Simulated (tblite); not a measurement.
# C4H9O2PSi: the cost of one run

The runs use tblite 0.8.0 and PySCF 2.14.0, with density-fitted response routines of our own; the level of theory stands in each step. All values are computed, except where a source is named. Atoms count from 0, in the outputs and in this text.

### Step 1. Starting geometry

17 atoms, charge 0, multiplicity 1; geometry from: force field or distance geometry start.

Bonds of the start (Å): C0–C1 1.46, C1–O2 1.25, C1–C3 1.46, C3–C4 1.32, C4–O5 1.39, O5–Si6 1.72, Si6–P7 2.21, C0–H8 1.11, C0–H9 1.12, C0–H10 1.11, C3–H11 1.10, C4–H12 1.08, Si6–H13 1.48, Si6–H14 1.46, P7–H15 1.44, P7–H16 1.45.

### Step 2. Relaxing the molecule with GFN2-xTB

The job: settings as JSON, then the geometry in Å.

```
{"job": {"kind": "relax", "xc": "GFN2-xTB", "basis": "xTB"}, "charge": 0, "multiplicity": 1}
C     -3.419400    -0.323100     0.010600
C     -2.140500    -0.165300    -0.684300
O     -1.967000    -0.743000    -1.782300
C     -1.010200     0.604100    -0.172000
C      0.142700     0.702800    -0.813900
O      1.176500     1.455100    -0.274500
Si     2.182100     0.837000     0.978300
P      3.906300    -0.179100     0.037400
H     -4.213500     0.144000    -0.606800
H     -3.418500     0.197600     1.005700
H     -3.664100    -1.396100     0.119500
H     -1.078000     1.117100     0.799800
H      0.222600     0.195200    -1.764000
H      2.621300     1.998200     1.779300
H      1.490300    -0.103500     1.854800
H      4.031700     0.362100    -1.295000
H      5.130500    -0.041600     0.797300
```

Launch:

```console
$ OMP_NUM_THREADS=1 python probes_run.py task.json out
```

The driver reads the jobs from task.json and runs them one after another.

Q: Estimate the wall time and peak memory of this first job on 1 thread of Arm Neoverse V1, shared host.

About 1.6 s, with a peak of 0.18 GiB.
